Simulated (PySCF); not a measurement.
# [Bi3]3+: forces at shaken geometries

Aim: move all atoms of relaxed [Bi3]3+ at random and read energies and forces. The structure is generated, not taken from experiment.

The runs use PySCF 2.14.0; PBE0, Bi def2-SVP with ECP60; scalar-relativistic core potentials, no spin–orbit coupling.

2 further runs of the same task are left out: 2 for a known fault of the program.

### Step 1. The starting structure

3 atoms, charge 3, spin multiplicity 3.

Bond lengths: Bi1–Bi2 3.079 Å, Bi1–Bi3 3.079 Å. Angles: Bi2–Bi1–Bi3 70.4°.

Coordinates:

```xyz
3

Bi    1.6767   -0.0001    0.0000
Bi   -0.8383    1.7757    0.0000
Bi   -0.8385   -1.7756    0.0000
```

An earlier session relaxed this geometry at PBE0, Bi def2-SVP with ECP60 (triplet, point group C2v).

Its energy there is -642.632934 Eh.

### Step 2. Atoms moved at random, σ = 0.03 Å

Input file run.py (the lines that set the calculation):

```python
mol = gto.M(atom='''
Bi     1.67507     0.00932    -0.03399
Bi    -0.83137     1.75238     0.05018
Bi    -0.84370    -1.76170    -0.01619''',
    basis={'Bi': 'def2-SVP'},
    ecp={'Bi': 'def2-SVP'},
    charge=3, spin=2)
mf = dft.UKS(mol, xc='PBE0')
mf.grids.atom_grid = (50, 194)
mf = mf.density_fit()  # fitting sets: Bi def2-universal-JKFIT
mf.conv_tol = 1e-08; mf.max_cycle = 55
mf.kernel(dm0)  # dm0: the density of the relaxed state
```

Run with:

```sh
$ OMP_NUM_THREADS=2 python run.py
```

Log:

```text
init E= -642.643759770694
  HOMO = -0.772188220376  LUMO = -0.698836629106  gap/eV = 1.99600
cycle= 1 E= -642.632793812352  delta_E= 0.011  |g|= 0.00522  |ddm|= 0.0463
  HOMO = -0.775945098668  LUMO = -0.702448287605  gap/eV = 1.99995
cycle= 2 E= -642.632807797413  delta_E= -1.4e-05  |g|= 0.00554  |ddm|= 0.0241
  HOMO = -0.775147647593  LUMO = -0.701775981621  gap/eV = 1.99654
cycle= 3 E= -642.632829995714  delta_E= -2.22e-05  |g|= 0.0031  |ddm|= 0.016
  HOMO = -0.775125903042  LUMO = -0.701671187641  gap/eV = 1.99880
cycle= 4 E= -642.632840928505  delta_E= -1.09e-05  |g|= 0.000544  |ddm|= 0.00676
  HOMO = -0.775156382737  LUMO = -0.701679556792  gap/eV = 1.99941
cycle= 5 E= -642.632842482256  delta_E= -1.55e-06  |g|= 0.000736  |ddm|= 0.00497
  HOMO = -0.775122727479  LUMO = -0.701670611496  gap/eV = 1.99873
cycle= 6 E= -642.632843452772  delta_E= -9.71e-07  |g|= 0.000227  |ddm|= 0.00239
  HOMO = -0.775128370978  LUMO = -0.701670585312  gap/eV = 1.99889
cycle= 7 E= -642.632843881325  delta_E= -4.29e-07  |g|= 0.00011  |ddm|= 0.00232
  HOMO = -0.775131730303  LUMO = -0.701677595312  gap/eV = 1.99879
cycle= 8 E= -642.632844072797  delta_E= -1.91e-07  |g|= 3.92e-05  |ddm|= 0.00226
  HOMO = -0.775127160847  LUMO = -0.701673278933  gap/eV = 1.99878
cycle= 9 E= -642.632844094896  delta_E= -2.21e-08  |g|= 1.75e-05  |ddm|= 0.000706
  HOMO = -0.775126918729  LUMO = -0.701672910718  gap/eV = 1.99879
cycle= 10 E= -642.632844099473  delta_E= -4.58e-09  |g|= 1.01e-05  |ddm|= 0.000313
  HOMO = -0.775127330304  LUMO = -0.701673444578  gap/eV = 1.99878
Extra cycle  E= -642.632844099767  delta_E= -2.94e-10  |g|= 1.65e-05  |ddm|= 8.15e-05
converged SCF energy = -642.632844099767  <S^2> = 2.0262758  2S+1 = 3.0174664
```

Run time: 4.1 s. Hardware: 2 threads of Arm Neoverse V1, shared host.

It gives: E = -642.632844 Eh (+0.002 eV from the relaxed state), HOMO -21.09 eV, LUMO -19.09 eV (over both spins), ⟨S²⟩ = 2.026, Mulliken charge on Bi1 +0.89 e, largest force component 0.113 eV/Å. 

```csv
atom,Fx,Fy,Fz (eV/Å)
Bi1,0.113,-0.028,0.009
Bi2,-0.075,0.104,-0.006
Bi3,-0.038,-0.076,-0.003
```

### Step 3. Atoms moved at random, σ = 0.15 Å

run.py (the lines that set the calculation): that of step 2 with these lines changed.

```diff
@@ -1,5 +1,5 @@
 mol = gto.M(atom='''
-Bi     1.67507     0.00932    -0.03399
-Bi    -0.83137     1.75238     0.05018
-Bi    -0.84370    -1.76170    -0.01619''',
+Bi     1.57636    -0.09426     0.08149
+Bi    -0.84200     1.85916    -0.01777
+Bi    -0.73435    -1.76490    -0.06373''',
     basis={'Bi': 'def2-SVP'},
```

Run with:

```sh
$ OMP_NUM_THREADS=2 python run.py
```

Log:

```text
init E= -642.664946178275
  HOMO = -0.763871025879  LUMO = -0.699486293586  gap/eV = 1.75200
cycle= 1 E= -642.626418038486  delta_E= 0.0385  |g|= 0.0299  |ddm|= 0.221
  HOMO = -0.777433324349  LUMO = -0.708847470141  gap/eV = 1.86632
cycle= 2 E= -642.626700988437  delta_E= -0.000283  |g|= 0.0323  |ddm|= 0.145
  HOMO = -0.774149515519  LUMO = -0.707768575391  gap/eV = 1.80632
cycle= 3 E= -642.627457184726  delta_E= -0.000756  |g|= 0.0212  |ddm|= 0.107
  HOMO = -0.774740813025  LUMO = -0.706631657385  gap/eV = 1.85334
cycle= 4 E= -642.627988692667  delta_E= -0.000532  |g|= 0.00374  |ddm|= 0.0452
  HOMO = -0.775094816161  LUMO = -0.706541109823  gap/eV = 1.86544
cycle= 5 E= -642.628057567496  delta_E= -6.89e-05  |g|= 0.00503  |ddm|= 0.0299
  HOMO = -0.775223206466  LUMO = -0.706590882902  gap/eV = 1.86758
cycle= 6 E= -642.628122989891  delta_E= -6.54e-05  |g|= 0.00112  |ddm|= 0.0278
  HOMO = -0.775102133307  LUMO = -0.706439530689  gap/eV = 1.86840
cycle= 7 E= -642.628131118316  delta_E= -8.13e-06  |g|= 0.000445  |ddm|= 0.0115
  HOMO = -0.775092152671  LUMO = -0.706500263901  gap/eV = 1.86648
cycle= 8 E= -642.628132718749  delta_E= -1.6e-06  |g|= 0.000215  |ddm|= 0.00543
  HOMO = -0.775055933675  LUMO = -0.70648776489  gap/eV = 1.86583
cycle= 9 E= -642.628132973905  delta_E= -2.55e-07  |g|= 7.91e-05  |ddm|= 0.0019
  HOMO = -0.775046222392  LUMO = -0.706489326374  gap/eV = 1.86553
cycle= 10 E= -642.628133023876  delta_E= -5e-08  |g|= 2.48e-05  |ddm|= 0.000957
  HOMO = -0.775043763427  LUMO = -0.706491884187  gap/eV = 1.86539
cycle= 11 E= -642.628133030673  delta_E= -6.8e-09  |g|= 9.69e-06  |ddm|= 0.00035
  HOMO = -0.775043209394  LUMO = -0.706492204187  gap/eV = 1.86537
Extra cycle  E= -642.628133031466  delta_E= -7.93e-10  |g|= 9.28e-06  |ddm|= 8.86e-05
converged SCF energy = -642.628133031466  <S^2> = 2.0186737  2S+1 = 3.0124234
```

Wall time 4.3 s (2 threads of Arm Neoverse V1, shared host).

Read off: E = -642.628133 Eh (+0.131 eV from the relaxed state), HOMO -21.09 eV, LUMO -19.22 eV (over both spins), ⟨S²⟩ = 2.019, Mulliken charge on Bi1 +0.83 e, largest force component 1.326 eV/Å. 

```csv
atom,Fx,Fy,Fz (eV/Å)
Bi1,1.326,0.645,0.058
Bi2,-0.216,0.055,-0.012
Bi3,-1.110,-0.700,-0.046
```

### Step 4. Atoms moved at random, σ = 0.1 Å

run.py (the lines that set the calculation): that of step 3 with these lines changed.

```diff
@@ -1,5 +1,5 @@
 mol = gto.M(atom='''
-Bi     1.57636    -0.09426     0.08149
-Bi    -0.84200     1.85916    -0.01777
-Bi    -0.73435    -1.76490    -0.06373''',
+Bi     1.74025    -0.04093    -0.02288
+Bi    -0.94828     1.84213    -0.00292
+Bi    -0.79197    -1.80121     0.02580''',
     basis={'Bi': 'def2-SVP'},
```

Run with:

```sh
$ OMP_NUM_THREADS=2 python run.py
```

Log:

```text
init E= -642.56292085938
  HOMO = -0.779985702566  LUMO = -0.706291814189  gap/eV = 2.00531
cycle= 1 E= -642.629341660928  delta_E= -0.0664  |g|= 0.0313  |ddm|= 0.155
  HOMO = -0.758503233063  LUMO = -0.683785618495  gap/eV = 2.03317
cycle= 2 E= -642.629504468636  delta_E= -0.000163  |g|= 0.0324  |ddm|= 0.134
  HOMO = -0.762601435795  LUMO = -0.687735006771  gap/eV = 2.03722
cycle= 3 E= -642.630087805787  delta_E= -0.000583  |g|= 0.022  |ddm|= 0.103
  HOMO = -0.762907954713  LUMO = -0.688021661358  gap/eV = 2.03776
cycle= 4 E= -642.630676344042  delta_E= -0.000589  |g|= 0.00271  |ddm|= 0.0462
  HOMO = -0.763023107783  LUMO = -0.68808781375  gap/eV = 2.03909
cycle= 5 E= -642.63075186808  delta_E= -7.55e-05  |g|= 0.00265  |ddm|= 0.031
  HOMO = -0.763098300045  LUMO = -0.688199894864  gap/eV = 2.03809
cycle= 6 E= -642.630777468294  delta_E= -2.56e-05  |g|= 0.00206  |ddm|= 0.018
  HOMO = -0.763090872413  LUMO = -0.688172370858  gap/eV = 2.03864
cycle= 7 E= -642.630792595601  delta_E= -1.51e-05  |g|= 0.000533  |ddm|= 0.0153
  HOMO = -0.763033345179  LUMO = -0.688119001441  gap/eV = 2.03852
cycle= 8 E= -642.630795117479  delta_E= -2.52e-06  |g|= 0.000246  |ddm|= 0.00669
  HOMO = -0.763039921709  LUMO = -0.688122190754  gap/eV = 2.03862
cycle= 9 E= -642.630795899348  delta_E= -7.82e-07  |g|= 9.84e-05  |ddm|= 0.00401
  HOMO = -0.763041658087  LUMO = -0.688124240504  gap/eV = 2.03861
cycle= 10 E= -642.630796034739  delta_E= -1.35e-07  |g|= 6.51e-05  |ddm|= 0.0016
  HOMO = -0.763039414433  LUMO = -0.688122943805  gap/eV = 2.03858
cycle= 11 E= -642.630796075262  delta_E= -4.05e-08  |g|= 1.87e-05  |ddm|= 0.000955
  HOMO = -0.763039112738  LUMO = -0.688123037738  gap/eV = 2.03857
cycle= 12 E= -642.630796081009  delta_E= -5.75e-09  |g|= 6.91e-06  |ddm|= 0.000433
  HOMO = -0.763039242909  LUMO = -0.688123348301  gap/eV = 2.03857
Extra cycle  E= -642.630796081101  delta_E= -9.25e-11  |g|= 1.15e-05  |ddm|= 5.13e-05
converged SCF energy = -642.630796081101  <S^2> = 2.0269946  2S+1 = 3.0179427
```

Wall time 4 s (2 threads of Arm Neoverse V1, shared host).

Result: E = -642.630796 Eh (+0.058 eV from the relaxed state), HOMO -20.76 eV, LUMO -18.72 eV (over both spins), ⟨S²⟩ = 2.027, Mulliken charge on Bi1 +0.90 e, largest force component 0.641 eV/Å. 

| atom | Fx | Fy | Fz (eV/Å) |
| --- | --- | --- | --- |
| Bi1 | -0.641 | 0.040 | 0.015 |
| Bi2 | 0.351 | -0.360 | -0.003 |
| Bi3 | 0.289 | 0.320 | -0.012 |

### Step 5. Results

| σ (Å) | energy rise (eV) | harmonic estimate −½ F·u (eV) | largest force component (eV/Å) |
| --- | --- | --- | --- |
| 0.03 | 0.002 | 0.002 | 0.11 |
| 0.15 | 0.131 | 0.152 | 1.33 |
| 0.1 | 0.058 | 0.050 | 0.64 |

Every displacement raises the energy. For a harmonic well the rise equals −½ F·u; the two differ by at most 16 % here (a move with σ = 0.15 Å), from anharmonicity, the grid and the small forces left at the relaxed point. These are double-zeta-type bases without diffuse functions. Spin–orbit coupling is left out for this open shell, where it can reorder the states. Open shells may have lower solutions than the one found.
